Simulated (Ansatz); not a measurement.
# Al23NiN24: the cost of one run

Method: DFT, PBE, plane-wave PAW, default files, scalar-relativistic, as far as a step names no other, in Ansatz 0.2.0.

The COD entry's cell or inner coordinates are ideal or old and differ from later refinements, so a difference from it is no clean test against experiment.

2 further runs of the same task are left out: 2 that didn't finish.

### Step 1. The system as given

The structure is triclinic, space group P1 (No. 1). Conventional cell: a = 6.226 Å, b = 8.236 Å, c = 9.962 Å, α = 90.00°, β = 90.00°, γ = 100.89°. Ni (site symmetry 1) is surrounded by 4 N at 1.83 to 2.01 Å. Al (site symmetry 1) is surrounded by 4 N at 1.89 Å. Only part of the 48 independent sites is listed.

Coordinates:

```
Ni Al N
1.0
     9.33900    0.00000    0.00000
    -3.11300    5.39187    0.00000
     0.00000    0.00000    9.96200
Ni Al N
1 23 24
Direct
  0.12281 0.34618 0.00695
  0.11111 0.33333 0.50000
  0.11111 0.83333 0.00000
  0.11111 0.83333 0.50000
  0.44444 0.33333 0.00000
  0.44444 0.33333 0.50000
  0.44444 0.83333 0.00000
  0.44444 0.83333 0.50000
  0.77778 0.33333 0.00000
  0.77778 0.33333 0.50000
  0.77778 0.83333 0.00000
  0.77778 0.83333 0.50000
  0.22222 0.16667 0.25000
  0.22222 0.16667 0.75000
  0.22222 0.66667 0.25000
  0.22222 0.66667 0.75000
  0.55556 0.16667 0.25000
  0.55556 0.16667 0.75000
  0.55556 0.66667 0.25000
  0.55556 0.66667 0.75000
  0.88889 0.16667 0.25000
  0.88889 0.16667 0.75000
  0.88889 0.66667 0.25000
  0.88889 0.66667 0.75000
  0.11111 0.33333 0.19000
  0.11111 0.33333 0.69000
  0.11111 0.83333 0.19000
  0.11111 0.83333 0.69000
  0.44444 0.33333 0.19000
  0.44444 0.33333 0.69000
  0.44444 0.83333 0.19000
  0.44444 0.83333 0.69000
  0.77778 0.33333 0.19000
  0.77778 0.33333 0.69000
  0.77778 0.83333 0.19000
  0.77778 0.83333 0.69000
  0.22222 0.16667 0.44000
  0.22222 0.16667 0.94000
  0.22222 0.66667 0.44000
  0.22222 0.66667 0.94000
  0.55556 0.16667 0.44000
  0.55556 0.16667 0.94000
  0.55556 0.66667 0.44000
  0.55556 0.66667 0.94000
  0.88889 0.16667 0.44000
  0.88889 0.16667 0.94000
  0.88889 0.66667 0.44000
  0.88889 0.66667 0.94000
```

Atom 1 of the input is the impurity.

### Step 2. Relaxing the atoms in the given cell

input.yaml

```yaml
crystal:
  lattice:
    - [9.339, 0.0, 0.0]
    - [-3.113, 5.391874164, 0.0]
    - [0.0, 0.0, 9.962]
  atoms:
    - { symbol: Ni, position: [0.1228127957, 0.3461826748, 0.0069546308], spin: 2.0 }
    - { symbol: Al, position: [0.1111111111, 0.3333333334, 0.5] }
    - { symbol: Al, position: [0.1111111111, 0.8333333334, 0.0] }
    - { symbol: Al, position: [0.1111111111, 0.8333333334, 0.5] }
    - { symbol: Al, position: [0.4444444444, 0.3333333334, 0.0] }
    - { symbol: Al, position: [0.4444444444, 0.3333333334, 0.5] }
    - { symbol: Al, position: [0.4444444444, 0.8333333334, 0.0] }
    - { symbol: Al, position: [0.4444444444, 0.8333333334, 0.5] }
    - { symbol: Al, position: [0.7777777778, 0.3333333334, 0.0] }
    - { symbol: Al, position: [0.7777777778, 0.3333333334, 0.5] }
    - { symbol: Al, position: [0.7777777778, 0.8333333334, 0.0] }
    - { symbol: Al, position: [0.7777777778, 0.8333333334, 0.5] }
    - { symbol: Al, position: [0.2222222222, 0.1666666666, 0.25] }
    - { symbol: Al, position: [0.2222222222, 0.1666666666, 0.75] }
    - { symbol: Al, position: [0.2222222222, 0.6666666666, 0.25] }
    - { symbol: Al, position: [0.2222222222, 0.6666666666, 0.75] }
    - { symbol: Al, position: [0.5555555556, 0.1666666666, 0.25] }
    - { symbol: Al, position: [0.5555555556, 0.1666666666, 0.75] }
    - { symbol: Al, position: [0.5555555556, 0.6666666666, 0.25] }
    - { symbol: Al, position: [0.5555555556, 0.6666666666, 0.75] }
    - { symbol: Al, position: [0.8888888889, 0.1666666666, 0.25] }
    - { symbol: Al, position: [0.8888888889, 0.1666666666, 0.75] }
    - { symbol: Al, position: [0.8888888889, 0.6666666666, 0.25] }
    - { symbol: Al, position: [0.8888888889, 0.6666666666, 0.75] }
    - { symbol: "N", position: [0.1111111111, 0.3333333334, 0.19] }
    - { symbol: "N", position: [0.1111111111, 0.3333333334, 0.69] }
    - { symbol: "N", position: [0.1111111111, 0.8333333334, 0.19] }
    - { symbol: "N", position: [0.1111111111, 0.8333333334, 0.69] }
    - { symbol: "N", position: [0.4444444444, 0.3333333334, 0.19] }
    - { symbol: "N", position: [0.4444444444, 0.3333333334, 0.69] }
    - { symbol: "N", position: [0.4444444444, 0.8333333334, 0.19] }
    - { symbol: "N", position: [0.4444444444, 0.8333333334, 0.69] }
    - { symbol: "N", position: [0.7777777778, 0.3333333334, 0.19] }
    - { symbol: "N", position: [0.7777777778, 0.3333333334, 0.69] }
    - { symbol: "N", position: [0.7777777778, 0.8333333334, 0.19] }
    - { symbol: "N", position: [0.7777777778, 0.8333333334, 0.69] }
    - { symbol: "N", position: [0.2222222222, 0.1666666666, 0.44] }
    - { symbol: "N", position: [0.2222222222, 0.1666666666, 0.94] }
    - { symbol: "N", position: [0.2222222222, 0.6666666666, 0.44] }
    - { symbol: "N", position: [0.2222222222, 0.6666666666, 0.94] }
    - { symbol: "N", position: [0.5555555556, 0.1666666666, 0.44] }
    - { symbol: "N", position: [0.5555555556, 0.1666666666, 0.94] }
    - { symbol: "N", position: [0.5555555556, 0.6666666666, 0.44] }
    - { symbol: "N", position: [0.5555555556, 0.6666666666, 0.94] }
    - { symbol: "N", position: [0.8888888889, 0.1666666666, 0.44] }
    - { symbol: "N", position: [0.8888888889, 0.1666666666, 0.94] }
    - { symbol: "N", position: [0.8888888889, 0.6666666666, 0.44] }
    - { symbol: "N", position: [0.8888888889, 0.6666666666, 0.94] }
magnetization:
  spin_polarized: true
total_charge: -1
kpoints:
  mp_grid: { grid: [3, 4, 2] }
scf:
  occupations: { method: fermi_dirac, width: 0.01 }
hamiltonian:
  xc: pbe
  pseudopotentials: { kind: paw }
output:
  forces: true
  stress: true
  populations: true
  efg:
    quadrupole_moments_barn: { Ni: 0.162, Al: 0.1466, "N": 0.02044 }
    contact_densities: true
  write_density: true
  write_potential: true
  elf: true
  volumetric_format: npy
relax:
  f_tol: 0.03
  max_steps: 40
```

The run is started by

```bash
> ansatz run input.yaml --threads 4 --pin off --max-ram 10240MiB --backend cpu --events-out ev --progress --plain --runs-dir out
```

**Question.** How long does this run take on 4 threads of Intel Xeon 6975P-C (Granite Rapids), shared host, and how much memory does it need?

About 5.4 min, with a peak of 3.1 GiB.
